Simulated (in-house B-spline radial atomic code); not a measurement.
# Cd⁺: ionisation energy by several methods

An exercise on one series of results from a longer session: the logs are not shown, and one member is left open.

The numbers are computed with in-house B-spline radial atomic code version 1 (scalar-relativistic (X2C), several functionals, spin-polarised; spherical all-electron atom at the radial basis limit), except any that are marked as measured or tabulated.

**Starting point**

- element: cadmium (Z = 48)
- charge: +1
- electrons: 47
- configuration: [Kr] 4d10 5s1
- nucleus: Fermi, rms radius 4.609 fm

Outer shells as boxes (Hund's rule):

[Kr] 4d10 5s1
```
[Kr] core
4d [↑↓][↑↓][↑↓][↑↓][↑↓]
5s [↑ ]
```

Where spins are not typed, each open shell is filled with up spins first.

The first run:

The run's settings:

```ini
Z = 48
electrons = 47.0
configuration = [Kr] 4d10 5s1
hamiltonian = x2c
method = m06l
spin_polarised = True
nucleus = fermi
rms_radius = 4.6087
mass_number = 114
atomic_mass = 113.903364998
speed_of_light = 137.035999084
```

Among the steps run: M06-L; AM05; ωB97X; HSE06; OLYP; TPSS.

One of the session's tables, all rows but one given; the rest of the session is left out.

| method | ΔSCF (eV) |
| --- | --- |
| AM05 | ? |
| OLYP | 17.000 |
| M06-L | 16.361 |
| TPSS | 17.032 |
| ωB97X | 16.606 |
| HSE06 | 17.065 |

Estimate the missing values for AM05.

As computed: ΔSCF (eV): 17.309. In the column «ΔSCF (eV)» it is the highest.

To keep in mind: Mean absolute error by rung (exchange-only levels left out): GGA 0.25 eV, meta-GGA 0.34 eV, range-separated hybrid 0.23 eV. Relativistic terms that these runs lack can be as large as the gaps between close methods, so the nearest may be so by luck. Spin-orbit coupling is left out.
